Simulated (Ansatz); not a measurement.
# C3H13NO2Si2: the cost of one run

Method: RKS B3LYP-D4/STO-3G, in Ansatz 0.2.0.

### 1 Starting point

Bond lengths (14 of 20 bonds, heavy atoms first): Si1–O2 1.680 Å, O2–C3 1.420 Å, Si1–N8 1.819 Å, N8–C9 1.470 Å, N8–C13 1.470 Å, Si1–O17 1.679 Å, O17–Si18 1.680 Å, C3–H4 1.110 Å, C3–H5 1.110 Å, C3–H6 1.110 Å, Si1–H7 1.460 Å, C9–H10 1.110 Å, C9–H11 1.110 Å, C9–H12 1.110 Å. Angles (14 of 35 angles, heavy atoms first): Si1–O2–C3 125.0°, O2–Si1–N8 109.5°, O2–Si1–O17 109.5°, N8–Si1–O17 109.5°, Si1–N8–C9 120.0°, Si1–N8–C13 120.0°, C9–N8–C13 120.0°, Si1–O17–Si18 125.0°, O2–Si1–H7 109.5°, H7–Si1–N8 109.5°, H7–Si1–O17 109.5°, O2–C3–H4 109.5°, O2–C3–H5 109.5°, O2–C3–H6 109.5°.

Its coordinates follow in the input file.

### 2 Preparing the start

Contents of input.yaml:

```yaml
crystal:
  periodic: [false, false, false]
  atoms:
    - { symbol: Si, position_ang: [0.0, 0.0, 0.0] }
    - { symbol: O, position_ang: [0.0, 0.0, 1.68] }
    - { symbol: C, position_ang: [-1.1112, -0.3437, 2.4945] }
    - { symbol: H, position_ang: [-1.814, -0.9775, 1.9143] }
    - { symbol: H, position_ang: [-0.7584, -0.9037, 3.3856] }
    - { symbol: H, position_ang: [-1.6313, 0.5809, 2.8212] }
    - { symbol: H, position_ang: [1.3768, 0.0, -0.4862] }
    - { symbol: "N", position_ang: [-0.8572, 1.4851, -0.6061] }
    - { symbol: C, position_ang: [-2.2719, 1.4087, -0.9981] }
    - { symbol: H, position_ang: [-2.8245, 0.7784, -0.2704] }
    - { symbol: H, position_ang: [-2.7088, 2.429, -1.0098] }
    - { symbol: H, position_ang: [-2.3521, 0.9607, -2.0106] }
    - { symbol: C, position_ang: [-0.1354, 2.762, -0.7039] }
    - { symbol: H, position_ang: [-0.2436, 3.1711, -1.73] }
    - { symbol: H, position_ang: [-0.5567, 3.4827, 0.0276] }
    - { symbol: H, position_ang: [0.9399, 2.5975, -0.4831] }
    - { symbol: O, position_ang: [-0.7913, -1.3709, -0.5594] }
    - { symbol: Si, position_ang: [-1.673, -2.4329, 0.3983] }
    - { symbol: H, position_ang: [-1.2634, -2.287, 1.792] }
    - { symbol: H, position_ang: [-3.0964, -2.1323, 0.2761] }
    - { symbol: H, position_ang: [-1.4264, -3.8036, -0.0398] }
basis:
  gaussian: { orbitals: STO-3G }
hamiltonian:
  xc: b3lyp
  dispersion: d4
relax:
  f_tol: 0.02
  max_steps: 40
```

On the command line:

```console
ansatz run input.yaml --threads 1 --pin off --max-ram 2048MiB --backend cpu --events-out ev --progress --plain --runs-dir out
```

Q: Estimate wall time and peak memory on 1 thread of AMD EPYC 7R13 (Zen 3), shared host.

About 3.9 min, with a peak of 0.19 GiB.
